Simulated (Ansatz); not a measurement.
Geometry optimisation, DFT r2SCAN-D3(BJ), scalar-relativistic, plane waves, PAW (Ansatz).

Input:

```yaml
crystal:
  lattice:
    - [5.594164, 0.0, 0.0]
    - [0.0, 7.911342, 0.0]
    - [0.0, 0.0, 15.195623]
  atoms:
    - { symbol: Ti, position: [0.0, 0.0, 0.0658084] }
    - { symbol: Al, position: [0.5, 0.0, 0.0658084] }
    - { symbol: Al, position: [0.25, 0.25, 0.1578442] }
    - { symbol: Al, position: [0.75, 0.25, 0.1578442] }
    - { symbol: Ti, position: [0.5, 0.0, 0.24988] }
    - { symbol: Al, position: [0.0, 0.0, 0.24988] }
    - { symbol: Al, position: [0.75, 0.25, 0.3419158] }
    - { symbol: Al, position: [0.25, 0.25, 0.3419158] }
    - { symbol: Ti, position: [0.0, 0.5, 0.0658084] }
    - { symbol: Al, position: [0.5, 0.5, 0.0658084] }
    - { symbol: Al, position: [0.25, 0.75, 0.1578442] }
    - { symbol: Al, position: [0.75, 0.75, 0.1578442] }
    - { symbol: Ti, position: [0.5, 0.5, 0.24988] }
    - { symbol: Al, position: [0.0, 0.5, 0.24988] }
    - { symbol: Al, position: [0.75, 0.75, 0.3419158] }
    - { symbol: Al, position: [0.25, 0.75, 0.3419158] }
basis:
  ecutwfc: 500.0
kpoints:
  mp_grid: { grid: [3, 2, 1] }
hamiltonian:
  xc: r2scan
  dispersion: d3bj
  pseudopotentials: { kind: paw, azcp: { folder: soft_1 } }
scf:
  occupations: { method: fermi_dirac, width: 0.1 }
  lower_state_search: "off"
relax:
  f_tol: 0.08
  max_steps: 25
  adjacent_minimum: "off"
  constraints: [{ sites: [0, 1, 8, 9] }]
```

Command:

```bash
$ ansatz run input.yaml --threads 2 --pin off --max-ram 5120MiB --backend cpu --events-out ev --progress --plain --runs-dir out
```

Where does it end, and by what steps?

The run converged. The threshold is loose, so the end isn't yet a minimum. The force dipped under the threshold on the way, but the program's further checks kept it going. Limits of this set-up: coarse k mesh, thin slab, slab without dipole correction. After 3 steps the energy has fallen by 0.185 eV; Al3 moved furthest, 0.12 Å.

```csv
step,energy less start (eV),largest force component (eV/Å),accepted
0,0.0000,0.604,yes
1,-0.1422,0.477,yes
2,-0.1852,0.063,yes
3,-0.1852,0.063,yes
```

```xyz
16
Lattice="5.5942 0.0000 0.0000 0.0000 7.9113 0.0000 0.0000 0.0000 15.1956" Properties=species:S:1:pos:R:3
Ti 0.000 0.000 1.000
Al 2.797 0.000 1.000
Al 1.389 1.978 2.277
Al 4.205 1.978 2.277
Ti 2.797 0.000 3.696
Al 0.000 0.000 3.838
Al 4.200 1.978 5.082
Al 1.395 1.978 5.082
Ti 0.000 3.956 1.000
Al 2.797 3.956 1.000
Al 1.389 5.934 2.277
Al 4.205 5.934 2.277
Ti 2.797 3.956 3.696
Al 0.000 3.956 3.838
Al 4.200 5.934 5.082
Al 1.395 5.934 5.082
```

Run time: 91 s on 2 threads of Arm Neoverse V2, with other jobs on the host, peak memory 2 GiB.
